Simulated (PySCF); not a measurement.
# Y(OH)3: other functionals and bases at one geometry

One table from this session's results is given with a row withheld; the runs are named, their logs left out.

The runs use PySCF 2.14.0; several levels, as the steps say, no spin–orbit coupling.

1 further run of the same task is left out (for a known fault of the program).

## The starting structure

7 atoms, charge 0, spin multiplicity 1.

Bond lengths: Y1–O2 2.027 Å, Y1–O4 2.027 Å, Y1–O6 2.027 Å, O2–H3 0.955 Å, O4–H5 0.955 Å, O6–H7 0.955 Å. Angles: O2–Y1–O4 120.0°, O2–Y1–O6 120.0°, O4–Y1–O6 120.0°, Y1–O2–H3 179.9°, Y1–O4–H5 179.9°, Y1–O6–H7 179.9°.

As a file:

```mol
H3O3Y
  3D, bonds by distance, orders not assigned

  7  6  0  0  0  0  0  0  0  0999 V2000
    0.0000    0.0000    0.1402 Y   0  0
    2.0272    0.0000    0.1413 O   0  0
    2.9827    0.0000    0.1443 H   0  0
   -1.0136    1.7556    0.1413 O   0  0
   -1.4914    2.5831    0.1443 H   0  0
   -1.0136   -1.7556    0.1413 O   0  0
   -1.4913   -2.5831    0.1443 H   0  0
  1  2  8  0
  1  4  8  0
  1  6  8  0
  2  3  8  0
  4  5  8  0
  6  7  8  0
M  END
```

Formal oxidation states: Y +3. An earlier session relaxed this geometry at PBE0, Y def2-SVP with ECP28, O def2-SVP, H def2-SVP (singlet, point group D3h).

At PBE0 on the finer grid: E = -265.558416 Eh, HOMO -7.60 eV, LUMO -1.22 eV, Mulliken charge on Y1 +0.97 e, largest force component 0.029 eV/Å. 

Levels to run: M06-L; CAM-B3LYP; PBE0, TZVP. Hardware: 2 threads of Arm Neoverse V2, shared host.

The first run:

Contents of run.py (the lines that set the calculation):

```python
mol = gto.M(atom='''
Y      0.00000     0.00000     0.14019
O      2.02723     0.00002     0.14132
H      2.98271     0.00003     0.14430
O     -1.01363     1.75562     0.14132
H     -1.49138     2.58308     0.14430
O     -1.01360    -1.75564     0.14132
H     -1.49133    -2.58312     0.14430''',
    basis={'Y': 'def2-SVP', 'O': 'def2-SVP', 'H': 'def2-SVP'},
    ecp={'Y': 'def2-SVP'},
    charge=0, spin=0)
mf = dft.RKS(mol, xc='M06L')
mf.grids.atom_grid = (75, 302)
mf = mf.density_fit()  # fitting sets: Y def2-universal-JKFIT, O def2-universal-JKFIT, H def2-universal-JKFIT
mf.conv_tol = 1e-08; mf.max_cycle = 55
mf.kernel(dm0)  # dm0: the density of the relaxed state
```

Command:

```
$ OMP_NUM_THREADS=2 python run.py
```

Steps of the session up to this table: M06-L; CAM-B3LYP; PBE0, TZVP.

One table of the session follows, with a row left open; its other results are not shown here.

```
              level  HOMO (eV)  gap (eV)  charge on Y1 (e)  largest force component (eV/Å)
PBE0 (relaxed here)      -7.60      6.38              0.97                            0.03
              M06-L      -6.09      5.32              1.12                            0.24
          CAM-B3LYP      -9.05      8.51              0.93                            0.09
         PBE0, TZVP          ?         ?                 ?                               ?
```

Estimate the missing values for PBE0, TZVP.

As computed: HOMO (eV): -7.87; gap (eV): 6.56; charge on Y1 (e): 1.50; largest force component (eV/Å): 0.23. In the column «HOMO (eV)» it lies between CAM-B3LYP (-9.05) and PBE0 (relaxed here) (-7.60).

In one basis the HOMO–LUMO gap runs from 5.32 eV (M06-L) to 8.51 eV (CAM-B3LYP). The largest leftover force, 0.24 eV/Å with M06-L, stands at a geometry relaxed at another level. Total energies of different levels can't be compared.
